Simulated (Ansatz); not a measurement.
**FH₄OSi₂ radical: an energy map over two coordinates**

How does the energy of FH₄OSi₂, SMILES F[SiH2]O[SiH2], spin multiplicity 2 change over two coordinates at once? A grid of runs gives the map.

The runs use Ansatz 0.2.0; UHF/def2-SVP.

## Step 1: The starting structure

SMILES `F[SiH2]O[SiH2]`, 8 atoms, charge 0, spin multiplicity 2.

Atoms are counted from 1 here; the program's logs count them from 0.

Bond lengths: F1–Si2 1.634 Å, Si2–O3 1.661 Å, Si2–H5 1.494 Å, Si2–H6 1.499 Å, O3–Si4 1.686 Å, Si4–H7 1.509 Å, Si4–H8 1.515 Å. Angles: F1–Si2–O3 109.3°, F1–Si2–H5 108.3°, F1–Si2–H6 107.3°, O3–Si2–H5 107.8°, O3–Si2–H6 110.4°, H5–Si2–H6 113.7°, Si2–O3–Si4 143.1°, O3–Si4–H7 107.0°, O3–Si4–H8 109.7°, H7–Si4–H8 110.3°.

As a file:

```xyz
8
FH4OSi2
F    -0.2492    1.8962    1.4222
Si    0.3930    1.2852    0.0497
O    -0.4346   -0.0901   -0.3789
Si   -0.7724   -1.6677    0.1094
H     0.2072    2.2880   -1.0419
H     1.8296    0.9635    0.3337
H    -1.3923   -2.3725   -1.0716
H     0.5111   -2.3598    0.5214
```

This geometry comes from a loose relaxation at PBE in a small basis, which is not shown.

## Step 2: The minimum at this level

input.yaml reads:

```yaml
crystal:
  periodic: [false, false, false]
  atoms:
    - { symbol: F, position_ang: [-0.249225, 1.896212, 1.422234] }
    - { symbol: Si, position_ang: [0.392955, 1.285216, 0.049718] }
    - { symbol: O, position_ang: [-0.434629, -0.090088, -0.378885] }
    - { symbol: Si, position_ang: [-0.772422, -1.667705, 0.109417] }
    - { symbol: H, position_ang: [0.207174, 2.288021, -1.041885] }
    - { symbol: H, position_ang: [1.829594, 0.963538, 0.333659] }
    - { symbol: H, position_ang: [-1.392344, -2.372513, -1.071585] }
    - { symbol: H, position_ang: [0.511095, -2.359782, 0.521427] }
magnetization:
  spin_polarized: true
  initial_magnetization: 1
basis:
  gaussian: { orbitals: def2-SVP }
hamiltonian:
  xc: hf
output:
  forces: true
relax:
  f_tol: 0.003
  max_steps: 120
```

Command:

```
$ ansatz run input.yaml --threads 1 --pin off --max-ram 2560MiB --backend cpu --events-out ev --progress --plain --runs-dir out
```

Output, shortened:

```text
Warning: RAYON_NUM_THREADS=1 ignored (pool sized by the plan → 1); use --threads N
[...]
Functional definition: HF
[...]
840 factors; integrals over basis functions are off by at most 3.4e-4 eV
[...]
mean field -20524.84746936 eV, -754.2742322576 hartree, gradient 2.5e-5 eV, S^2 0.752718; 0 other end points of the search recorded, 0 dependent functions left out
[...]
reference -20524.84746936 eV, -754.2742322576 hartree; 25, 24 occupied and 59, 60 virtual orbitals, 840 factors
relax step   1: F+E_penalty+E_count = -20524.84746936 eV  Δ(F+E_penalty+E_count) = +0.000e0 eV  max|allowed force component| = 8.527e-1 eV/Å  Δτ_max = 0.0000 Å  (34 SCF iters, accepted)
[...]
relax step  18: F+E_penalty+E_count = -20524.96175460 eV  Δ(F+E_penalty+E_count) = -1.653e-5 eV  max|allowed force component| = 4.083e-3 eV/Å  Δτ_max = 0.0032 Å  (27 SCF iters, accepted)
[...]
relax step  35: F+E_penalty+E_count = -20524.96184941 eV  Δ(F+E_penalty+E_count) = -1.207e-5 eV  max|allowed force component| = 1.241e-2 eV/Å  Δτ_max = 0.0062 Å  (26 SCF iters, accepted)
[...]
relax step  52: F+E_penalty+E_count = -20524.96196710 eV  Δ(F+E_penalty+E_count) = -1.041e-5 eV  max|allowed force component| = 1.288e-2 eV/Å  Δτ_max = 0.0196 Å  (26 SCF iters, accepted)
[...]
relax step  68: F+E_penalty+E_count = -20524.96201354 eV  Δ(F+E_penalty+E_count) = -4.807e-7 eV  max|allowed force component| = 2.311e-3 eV/Å  Δτ_max = 0.0025 Å  (27 SCF iters, accepted)
[...]
relax step  69: F+E_penalty+E_count = -20524.96201354 eV  Δ(F+E_penalty+E_count) = -2.947e-9 eV  max|allowed force component| = 2.582e-3 eV/Å  Δτ_max = 0.0054 Å  (26 SCF iters, accepted)
840 factors; integrals over basis functions are off by at most 3.1e-4 eV
mean field -20524.96201354 eV, -754.2784416786 hartree, gradient 1.4e-5 eV, S^2 0.752617; 1 other end points of the search recorded, 0 dependent functions left out
[...]
reference -20524.96201354 eV, -754.2784416786 hartree; 25, 24 occupied and 59, 60 virtual orbitals, 840 factors
Total energy: -20524.96201354 eV, -754.2784416786 hartree
Atom 0 at     0.008657     1.730000     1.527973 Å, force    -0.000772     0.000662     0.002582 eV/Å
Atom 1 at     0.440285     1.299999     0.040829 Å, force     0.000564    -0.001206    -0.002448 eV/Å
Atom 2 at    -0.073141    -0.214412    -0.229479 Å, force    -0.000249     0.000684    -0.000105 eV/Å
Atom 3 at    -0.872483    -1.646630    -0.039754 Å, force     0.001669    -0.001278    -0.000263 eV/Å
Atom 4 at    -0.203735     2.235867    -0.889464 Å, force     0.000429    -0.000090     0.000111 eV/Å
Atom 5 at     1.905092     1.361812    -0.030016 Å, force    -0.000295     0.000209    -0.000170 eV/Å
Atom 6 at    -0.970149    -2.316657    -1.356274 Å, force    -0.000811     0.000399    -0.000330 eV/Å
Atom 7 at    -0.142328    -2.507079     0.920285 Å, force    -0.000536     0.000620     0.000623 eV/Å
Dipole moment:    -0.000818    -0.124106    -0.238768 e Å
```

Run time: 3.7 min. Hardware: 1 thread of Arm Neoverse N1, shared host; peak memory 0.18 GiB.

Along the way: (not every step is listed) (the energy doesn't fall at every step)

```
step  energy from step 1 (eV)  largest force component (eV/Å)
   1                   0.0000                          0.8527
   2                  -0.0746                          0.4465
   3                  -0.0905                          0.1224
   4                  -0.1012                          0.2082
   5                  -0.1060                          0.2318
   6                  -0.1018                          0.2496
   7                  -0.1109                          0.0282
   8                  -0.1125                          0.0229
   9                  -0.1134                          0.0910
  14                  -0.1142                          0.0054
  19                  -0.1143                          0.0026
  24                  -0.1143                          0.0038
  29                  -0.1143                          0.0046
  34                  -0.1144                          0.0184
  39                  -0.1144                          0.0083
  44                  -0.1144                          0.0048
  49                  -0.1145                          0.0060
  54                  -0.1145                          0.0145
  59                  -0.1145                          0.0052
  64                  -0.1145                          0.0082
  65                  -0.1145                          0.0092
  66                  -0.1145                          0.0064
  67                  -0.1145                          0.0054
  68                  -0.1145                          0.0023
  69                  -0.1145                          0.0026
```

Distances of close pairs at the start and the end, largest changes first:

```csv
bond,before (Å),after (Å),change (Å)
Si2–O3,1.661,1.622,-0.040
O3–Si4,1.686,1.651,-0.035
Si4–H8,1.515,1.482,-0.034
Si2–H6,1.499,1.468,-0.032
Si4–H7,1.509,1.480,-0.028
F1–Si2,1.634,1.607,-0.027
Si2–H5,1.494,1.468,-0.026
```

## Step 3: Setting up the map

The axes are (1) angle Si2–O3–Si4 (carried through 180): 15 values from 140.0 to 220.0 °; (2) change of the bonds O3–Si2, O3–Si4, all alike: 15 values from −0.180 to 0.278 Å.

Nothing else is relaxed (all other coordinates rigid). Energies count from the relaxed molecule at the same level. Points are written as (first, second).

Of the runs on the grid, 3 are shown in the steps below; the others differ only in the two coordinates.

## Step 4: Grid point (214.3°, 0.245 Å)

input.yaml reads:

```yaml
crystal:
  periodic: [false, false, false]
  atoms:
    - { symbol: F, position_ang: [0.909956, 2.294072, 0.620838] }
    - { symbol: Si, position_ang: [0.927042, 1.305689, -0.646289] }
    - { symbol: O, position_ang: [-0.073141, -0.214412, -0.229479] }
    - { symbol: Si, position_ang: [-0.52866, -1.980461, -0.747976] }
    - { symbol: H, position_ang: [0.321617, 2.02766, -1.772465] }
    - { symbol: H, position_ang: [2.325256, 0.940906, -0.904032] }
    - { symbol: H, position_ang: [-0.287415, -2.128404, -2.201115] }
    - { symbol: H, position_ang: [0.291394, -2.954619, 0.009454] }
magnetization:
  spin_polarized: true
  initial_magnetization: 1
basis:
  gaussian: { orbitals: def2-SVP }
hamiltonian:
  xc: hf
output:
  forces: true
```

Command:

```
$ ansatz run input.yaml --threads 1 --pin off --max-ram 2560MiB --backend cpu --events-out ev --progress --plain --runs-dir out
```

Output, shortened:

```text
Warning: RAYON_NUM_THREADS=1 ignored (pool sized by the plan → 1); use --threads N
[...]
[... 1 set-up line as earlier in the session ...]
[...]
793 factors; integrals over basis functions are off by at most 1.1e-3 eV
[...]
mean field -20523.41565464 eV, -754.2216140374 hartree, gradient 2.6e-5 eV, S^2 0.752794; 1 other end points of the search recorded, 0 dependent functions left out
[...]
reference -20523.41565464 eV, -754.2216140374 hartree; 25, 24 occupied and 59, 60 virtual orbitals, 793 factors
Total energy: -20523.41565464 eV, -754.2216140374 hartree
Atom 0 at     0.909956     2.294072     0.620838 Å, force    -0.104397    -0.345186    -0.178687 eV/Å
Atom 1 at     0.927042     1.305689    -0.646289 Å, force    -2.548440    -3.902951     1.097143 eV/Å
Atom 2 at    -0.073141    -0.214412    -0.229479 Å, force     1.603063    -0.002156    -2.176965 eV/Å
Atom 3 at    -0.528660    -1.980461    -0.747976 Å, force     1.202664     4.319171     1.156054 eV/Å
Atom 4 at     0.321617     2.027660    -1.772465 Å, force    -0.074494    -0.111901     0.058221 eV/Å
Atom 5 at     2.325256     0.940906    -0.904032 Å, force    -0.050134    -0.084933     0.039214 eV/Å
Atom 6 at    -0.287415    -2.128404    -2.201115 Å, force    -0.014699     0.013230    -0.018029 eV/Å
Atom 7 at     0.291394    -2.954619     0.009454 Å, force    -0.013562     0.114726     0.023049 eV/Å
Dipole moment:     0.039937    -0.364325    -0.454997 e Å
```

It took 3.8 s on 1 thread of Arm Neoverse N1, shared host; peak memory 0.16 GiB.

Energy on the map's scale: 149 kJ/mol.

## Step 5: Point (157.1°, 0.016 Å)

input.yaml reads:

```yaml
crystal:
  periodic: [false, false, false]
  atoms:
    - { symbol: F, position_ang: [-0.039778, 1.702483, 1.578566] }
    - { symbol: Si, position_ang: [0.415735, 1.316412, 0.0865] }
    - { symbol: O, position_ang: [-0.073141, -0.214412, -0.229479] }
    - { symbol: Si, position_ang: [-0.902479, -1.641247, 0.006371] }
    - { symbol: H, position_ang: [-0.234004, 2.263657, -0.828169] }
    - { symbol: H, position_ang: [1.87995, 1.40488, 0.03408] }
    - { symbol: H, position_ang: [-1.026724, -2.341241, -1.292194] }
    - { symbol: H, position_ang: [-0.176058, -2.490648, 0.978999] }
magnetization:
  spin_polarized: true
  initial_magnetization: 1
basis:
  gaussian: { orbitals: def2-SVP }
hamiltonian:
  xc: hf
output:
  forces: true
```

Command:

```
$ ansatz run input.yaml --threads 1 --pin off --max-ram 2560MiB --backend cpu --events-out ev --progress --plain --runs-dir out
```

Output, shortened:

```text
Warning: RAYON_NUM_THREADS=1 ignored (pool sized by the plan → 1); use --threads N
[...]
[... 1 set-up line as earlier in the session ...]
[...]
792 factors; integrals over basis functions are off by at most 1.2e-3 eV
[...]
mean field -20524.95316384 eV, -754.2781164583 hartree, gradient 1.5e-5 eV, S^2 0.752644; 0 other end points of the search recorded, 0 dependent functions left out
[...]
reference -20524.95316384 eV, -754.2781164583 hartree; 25, 24 occupied and 59, 60 virtual orbitals, 792 factors
Total energy: -20524.95316384 eV, -754.2781164583 hartree
Atom 0 at    -0.039778     1.702483     1.578566 Å, force    -0.006061    -0.011127     0.001575 eV/Å
Atom 1 at     0.415735     1.316412     0.086500 Å, force    -0.157255    -0.503397    -0.109947 eV/Å
Atom 2 at    -0.073141    -0.214412    -0.229479 Å, force    -0.069222     0.109708     0.173568 eV/Å
Atom 3 at    -0.902479    -1.641247     0.006371 Å, force     0.234715     0.408376    -0.061507 eV/Å
Atom 4 at    -0.234004     2.263657    -0.828169 Å, force    -0.002736    -0.014765    -0.000251 eV/Å
Atom 5 at     1.879950     1.404880     0.034080 Å, force    -0.009710    -0.015900    -0.004162 eV/Å
Atom 6 at    -1.026724    -2.341241    -1.292194 Å, force     0.008430     0.017925     0.002466 eV/Å
Atom 7 at    -0.176058    -2.490648     0.978999 Å, force     0.001840     0.009180    -0.001742 eV/Å
Dipole moment:    -0.003222    -0.111093    -0.226226 e Å
```

Run time: 2.8 s. Hardware: 1 thread of Arm Neoverse N1, shared host; peak memory 0.16 GiB.

On the map this point reads 0.9 kJ/mol.

## Step 6: The run at (208.6°, 0.147 Å)

input.yaml reads:

```yaml
crystal:
  periodic: [false, false, false]
  atoms:
    - { symbol: F, position_ang: [0.776179, 2.202899, 0.750567] }
    - { symbol: Si, position_ang: [0.84178, 1.264481, -0.552457] }
    - { symbol: O, position_ang: [-0.073141, -0.214412, -0.229479] }
    - { symbol: Si, position_ang: [-0.5581, -1.894231, -0.649307] }
    - { symbol: H, position_ang: [0.236412, 2.012725, -1.661383] }
    - { symbol: H, position_ang: [2.253583, 0.946908, -0.798345] }
    - { symbol: H, position_ang: [-0.347291, -2.103422, -2.099651] }
    - { symbol: H, position_ang: [0.249543, -2.860964, 0.130639] }
magnetization:
  spin_polarized: true
  initial_magnetization: 1
basis:
  gaussian: { orbitals: def2-SVP }
hamiltonian:
  xc: hf
output:
  forces: true
```

Command:

```
$ ansatz run input.yaml --threads 1 --pin off --max-ram 2560MiB --backend cpu --events-out ev --progress --plain --runs-dir out
```

Output, shortened:

```text
Warning: RAYON_NUM_THREADS=1 ignored (pool sized by the plan → 1); use --threads N
[...]
[... 1 set-up line as earlier in the session ...]
[...]
792 factors; integrals over basis functions are off by at most 1.1e-3 eV
[...]
mean field -20524.28140276 eV, -754.2534296937 hartree, gradient 6.7e-6 eV, S^2 0.752694; 0 other end points of the search recorded, 0 dependent functions left out
[...]
reference -20524.28140276 eV, -754.2534296937 hartree; 25, 24 occupied and 59, 60 virtual orbitals, 792 factors
Total energy: -20524.28140276 eV, -754.2534296937 hartree
Atom 0 at     0.776179     2.202899     0.750567 Å, force    -0.058845    -0.253272    -0.161984 eV/Å
Atom 1 at     0.841780     1.264481    -0.552457 Å, force    -1.919831    -3.057121     0.744484 eV/Å
Atom 2 at    -0.073141    -0.214412    -0.229479 Å, force     1.064337     0.036229    -1.401018 eV/Å
Atom 3 at    -0.558100    -1.894231    -0.649307 Å, force     0.992759     3.317767     0.785540 eV/Å
Atom 4 at     0.236412     2.012725    -1.661383 Å, force    -0.042778    -0.070401     0.033361 eV/Å
Atom 5 at     2.253583     0.946908    -0.798345 Å, force    -0.018036    -0.047933     0.020072 eV/Å
Atom 6 at    -0.347291    -2.103422    -2.099651 Å, force    -0.009703    -0.007071    -0.032466 eV/Å
Atom 7 at     0.249543    -2.860964     0.130639 Å, force    -0.007903     0.081801     0.012012 eV/Å
Dipole moment:     0.015408    -0.321206    -0.393235 e Å
```

Wall time 2.9 s (1 thread of Arm Neoverse N1, shared host); peak memory 0.16 GiB.

That is 66 kJ/mol from the zero.

## Step 7: All points together

225 points were computed. Energies in kJ/mol, from the relaxed molecule at the same level:

| change of the bonds O3–Si2, O3–Si4, all alike (Å) ↓, angle Si2–O3–Si4 (carried through 180) (°) → | 140.0 | 145.7 | 151.4 | 157.1 | 162.9 | 168.6 | 174.3 | 180.0 | 185.7 | 191.4 | 197.1 | 202.9 | 208.6 | 214.3 | 220.0 |
| --- | --- | --- | --- | --- | --- | --- | --- | --- | --- | --- | --- | --- | --- | --- | --- |
| 0.278 | 172 | 176 | 180 | 183 | 187 | 189 | 191 | 192 | 192 | 191 | 190 | 188 | 185 | 182 | 180 |
| 0.245 | 140 | 143 | 146 | 149 | 152 | 155 | 156 | 157 | 158 | 157 | 156 | 154 | 151 | 149 | 147 |
| 0.213 | 110 | 113 | 115 | 118 | 121 | 123 | 125 | 126 | 126 | 125 | 124 | 123 | 121 | 119 | 118 |
| 0.180 | 82 | 84 | 86 | 89 | 91 | 93 | 94 | 95 | 95 | 95 | 94 | 93 | 92 | 91 | 90 |
| 0.147 | 57 | 58 | 60 | 62 | 64 | 66 | 67 | 68 | 68 | 68 | 67 | 67 | 66 | 65 | 65 |
| 0.115 | 37 | 37 | 38 | 40 | 41 | 43 | 44 | 44 | 45 | 45 | 45 | 44 | 44 | 44 | 44 |
| 0.082 | 20 | 20 | 20 | 21 | 22 | 23 | 24 | 25 | 25 | 26 | 26 | 26 | 26 | 26 | 27 |
| 0.049 | 9 | 8 | 7 | 8 | 8 | 9 | 10 | 11 | 11 | 11 | 12 | 12 | 13 | 14 | 16 |
| 0.016 | 4 | 2 | 1 | 1 | 1 | 1 | 2 | 3 | 3 | 4 | 4 | 5 | 7 | 8 | 11 |
| −0.016 | 6 | 4 | 2 | 1 | 1 | 1 | 1 | 2 | 2 | 3 | 4 | 6 | 7 | 10 | 13 |
| −0.049 | 17 | 14 | 12 | 10 | 9 | 9 | 9 | 10 | 10 | 11 | 13 | 15 | 17 | 20 | 24 |
| −0.082 | 39 | 35 | 32 | 30 | 28 | 28 | 28 | 28 | 29 | 30 | 32 | 34 | 37 | 41 | 45 |
| −0.115 | 74 | 68 | 64 | 62 | 60 | 59 | 58 | 58 | 59 | 61 | 63 | 66 | 69 | 74 | 79 |
| −0.147 | 121 | 114 | 109 | 106 | 104 | 102 | 102 | 102 | 103 | 104 | 107 | 110 | 114 | 119 | 126 |
| −0.180 | 186 | 178 | 173 | 169 | 166 | 164 | 163 | 163 | 164 | 166 | 169 | 172 | 177 | 183 | 190 |

The dipole moment (D) at each point:

```
change of the bonds O3–Si2, O3–Si4, all alike (Å) ↓, angle Si2–O3–Si4 (carried through 180) (°) →  140.0  145.7  151.4  157.1  162.9  168.6  174.3  180.0  185.7  191.4  197.1  202.9  208.6  214.3  220.0
                                                                                            0.278   0.55   0.69   0.86   1.04   1.24   1.44   1.65   1.85   2.05   2.24   2.42   2.59   2.75   2.89   3.02
                                                                                            0.245   0.57   0.71   0.88   1.06   1.25   1.44   1.63   1.82   2.01   2.19   2.36   2.53   2.67   2.81   2.93
                                                                                            0.213   0.59   0.74   0.90   1.07   1.26   1.44   1.62   1.80   1.98   2.15   2.31   2.46   2.60   2.72   2.84
                                                                                            0.180   0.62   0.77   0.93   1.09   1.26   1.44   1.61   1.78   1.94   2.10   2.25   2.39   2.52   2.64   2.74
                                                                                            0.147   0.66   0.80   0.96   1.11   1.27   1.43   1.59   1.75   1.90   2.05   2.19   2.32   2.44   2.55   2.65
                                                                                            0.115   0.71   0.84   0.99   1.13   1.28   1.43   1.58   1.73   1.87   2.00   2.13   2.25   2.36   2.46   2.55
                                                                                            0.082   0.76   0.89   1.02   1.16   1.30   1.43   1.57   1.70   1.83   1.95   2.07   2.18   2.28   2.37   2.45
                                                                                            0.049   0.82   0.94   1.06   1.18   1.31   1.44   1.56   1.68   1.79   1.91   2.01   2.11   2.20   2.28   2.35
                                                                                            0.016   0.88   0.99   1.10   1.21   1.33   1.44   1.55   1.65   1.76   1.86   1.95   2.04   2.12   2.19   2.25
                                                                                           −0.016   0.94   1.04   1.14   1.24   1.34   1.44   1.54   1.63   1.72   1.81   1.89   1.97   2.04   2.10   2.16
                                                                                           −0.049   1.01   1.10   1.18   1.27   1.36   1.44   1.52   1.61   1.68   1.76   1.83   1.90   1.96   2.01   2.06
                                                                                           −0.082   1.08   1.15   1.23   1.30   1.37   1.44   1.51   1.58   1.65   1.71   1.77   1.82   1.87   1.92   1.96
                                                                                           −0.115   1.15   1.21   1.27   1.33   1.39   1.45   1.50   1.56   1.61   1.66   1.71   1.75   1.79   1.83   1.87
                                                                                           −0.147   1.22   1.27   1.31   1.36   1.40   1.45   1.49   1.53   1.57   1.61   1.65   1.68   1.72   1.75   1.78
                                                                                           −0.180   1.30   1.33   1.36   1.39   1.42   1.45   1.48   1.51   1.53   1.56   1.59   1.61   1.64   1.66   1.69
```

## Step 8: Results

| quantity | value |
| --- | --- |
| lowest point | (157.1°, 0.016 Å), 0.9 kJ/mol |
| highest computed point | (185.7°, 0.278 Å), 191 kJ/mol above the lowest |
| dipole moment (D) | 0.55 at (140.0°, 0.278 Å) to 3.02 at (220.0°, 0.278 Å); 1.21 at the lowest point |
| time for the whole task | 15 min on 1 thread, shared host |

What this shows: The lowest computed point is at (157.1°, 0.016 Å), 0.9 kJ/mol from the relaxed molecule at the same level. The grid is coarse, so the lowest point of the scanned range may lie between grid points; coordinates that were held can hide deeper minima. The highest computed point, (185.7°, 0.278 Å), lies 191 kJ/mol above the lowest.
